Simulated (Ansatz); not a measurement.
CH5FGeO, SMILES O[CH](F)[GeH3], a polarisability from point charges

Run with the Ansatz DFT code, driven from Python.

`field.py`:
```python
# -*- coding: utf-8 -*-
'''Response of CH5FGeO to a pair of distant point charges.'''

import warnings

import ansatz as az
from ase import Atoms
import numpy as np

warnings.simplefilter('ignore', az.DeckWarning)

atoms = Atoms(['O', 'C', 'F', 'Ge', 'H', 'H', 'H', 'H', 'H'], positions=[
    (0.5266, 1.1983, -1.1064),
    (0.7802, 0.387, -0.0529),
    (1.864, -0.3597, -0.3913),
    (-0.6389, -0.7999, 0.2855),
    (-0.1926, 1.8807, -0.794),
    (1.0051, 0.9933, 0.8649),
    (-0.3272, -1.7593, 1.4633),
    (-0.9675, -1.6261, -0.9916),
    (-1.9613, 0.0394, 0.7054),
])
molecule = az.Crystal.molecule_from_ase(atoms)

model = molecule.calculation().basis(gaussian='def2-SVPD').functional('b3lyp', dispersion='d3bj').forces()
# charges +q and -q at -R and +R make a nearly even field 2 k q / R^2 at the centre
centre = np.mean([site.position_ang for site in molecule.cartesian_sites], axis=0)
field = 2 * 14.399645 * 2.0 / 30.0 ** 2


def dipole(axis, sign):
    arm = 30.0 * np.eye(3)[axis]
    pair = [{'charge': sign * 2.0, 'position_ang': (centre - arm).tolist()}, {'charge': -sign * 2.0, 'position_ang': (centre + arm).tolist()}]
    deck = model.input().set(az.key.basis.gaussian.point_charges, pair)
    return np.array(az.Session.from_dict(deck).plan().execute().report['charge_distribution']['dipole_moment_e_ang'])


print(f'field {field:.4f} V/A')
alpha = np.array([(dipole(axis, 1) - dipole(axis, -1)) / (2 * field) * 14.399645 for axis in range(3)])
print('polarisability tensor (A^3)')
print(np.array2string(alpha, precision=3, suppress_small=True))
print(f'mean {np.trace(alpha) / 3:.3f} A^3 = {np.trace(alpha) / 3 / 0.14818471:.2f} bohr^3')
```

```console
$ python field.py
field 0.0640 V/A
polarisability tensor (A^3)
[[ 7.981  0.164 -0.253]
 [ 0.174  8.145 -0.323]
 [-0.245 -0.322  7.482]]
mean 7.869 A^3 = 53.10 bohr^3
```

The geometry is a force-field or estimated start, not a minimum of this method, and the basis set is short of its limit. The field of two point charges is only nearly even. b3lyp holds the VWN-RPA fit, as in Gaussian; the form of ORCA and Turbomole is b3lyp5. Finished in 24 s on 1 thread of Intel(R) Xeon(R) 6975P-C (Granite Rapids), with other jobs on the host, peak memory 0.42 GiB.

(A comment or docstring line of the script was reworded after the run, the code is as it ran; lines on the test bed's own set-up are left out of the output.)
